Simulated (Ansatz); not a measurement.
Here is an Ansatz input file for CH₄N₂Sn, SMILES N=[C]1[NH][SnH2]1. Write the same calculation for the Python package.

```yaml
crystal:
  periodic: [false, false, false]
  atoms:
    - { symbol: "N", position_ang: [0.0532, 1.8304, -0.8804] }
    - { symbol: C, position_ang: [0.1652, 0.7652, -0.2513] }
    - { symbol: "N", position_ang: [0.9932, -0.0455, 0.718] }
    - { symbol: Sn, position_ang: [-0.48, -1.0403, 0.1127] }
    - { symbol: H, position_ang: [-0.8171, 1.99, -1.5385] }
    - { symbol: H, position_ang: [1.8786, -0.0522, 1.3312] }
    - { symbol: H, position_ang: [-0.0285, -2.3299, -0.9636] }
    - { symbol: H, position_ang: [-1.6724, -1.175, 1.4161] }
basis:
  gaussian: { orbitals: def2-SVPD }
hamiltonian:
  xc: b3lyp
```

On the command line:
```console
$ ansatz run input.yaml --threads 1 --pin off --max-ram 4096MiB --backend cpu --events-out ev --progress --plain --runs-dir out
Engine: ansatz 0.2.0, aarch64-unknown-linux-gnu
Functional definition: B3LYP
  parameter a0 = 0.2
  parameter ax = 0.72
  parameter ac = 0.81
  exchange = (1 - a0 - ax)*slater_x + ax*b88_x + a0*exact_x
  correlation = (1 - ac)*vwn_rpa_c + ac*lyp_c
1177 factors; their error is unknown
mean field evaluation 1: about -9898.9974 eV, gradient 6.4e1 eV
mean field evaluation 2: about -9841.2309 eV, gradient 1.5e2 eV
mean field evaluation 4: about -9908.0840 eV, gradient 8.8e0 eV
mean field evaluation 8: about -9908.2869 eV, gradient 1.0e-1 eV
mean field evaluation 16: about -9908.3330 eV, gradient 4.1e-4 eV
mean field -9908.33301402 eV, -364.1245221560 hartree, gradient 3.5e-5 eV, S^2 0.000000; 0 other end points of the search recorded, 0 dependent functions left out
reference -9908.33329434 eV, -364.1245324575 hartree; 23, 23 occupied and 101, 101 virtual orbitals, 1177 factors
Total energy: -9908.33329434 eV, -364.1245324575 hartree
```

`energy_ch4n2sn.py`:
```python
"""Single point of CH4N2Sn."""

import json
import sys

import ansatz as az
from ase import Atoms

atoms = Atoms(["N", "C", "N", "Sn", "H", "H", "H", "H"], positions=[
    (0.0532, 1.8304, -0.8804),
    (0.1652, 0.7652, -0.2513),
    (0.9932, -0.0455, 0.718),
    (-0.48, -1.0403, 0.1127),
    (-0.8171, 1.99, -1.5385),
    (1.8786, -0.0522, 1.3312),
    (-0.0285, -2.3299, -0.9636),
    (-1.6724, -1.175, 1.4161),
])
molecule = az.Crystal.molecule_from_ase(atoms)

setup = molecule.calculation()
setup = setup.basis(gaussian="def2-SVPD")
setup = setup.functional("b3lyp")
try:
    report = setup.run(threads=1, pin="off").report
except az.AnsatzError as error:
    sys.exit(f"{type(error).__name__}: {error}")

print(f"E = {report['free_energy_ev']:.6f} eV = {report['free_energy_ev'] / 27.211386246:.7f} Ha")
print("converged:", report["converged"], " doubts:", report["published_state_doubts"] or "none")

state = report["mean_field"]["state"]
print(f"mean field: {state['energy']['hartree']:.7f} Ha, <S^2> = {abs(state['spin_squared']):.4f}, stability: {state.get('stability', {}).get('kind')}")
with open("ch4n2sn.json", "w") as handle:
    json.dump({k: report[k] for k in ("free_energy_ev", "reference_energy_ev", "n_occupied", "n_virtual")}, handle, indent=1)
```

```console
$ python energy_ch4n2sn.py
E = -9908.333294 eV = -364.1245325 Ha
converged: True  doubts: none
mean field: -364.1245325 Ha, <S^2> = 0.0000, stability: minimum
```

Reading the output:
- Total energies depend on the basis set; only differences at equal settings carry meaning.
- The geometry is a force-field or estimated start, not a minimum of this method, and the basis set is short of its limit.
- def2 sets replace the cores of elements past krypton by effective core potentials.
- b3lyp holds the VWN-RPA fit, as in Gaussian; the form of ORCA and Turbomole is b3lyp5.
- Finished in 4.9 s on 1 thread of Arm Neoverse V1, with other jobs on the host, peak memory 0.29 GiB.

(Lines on the test bed's own set-up are left out of the output.)
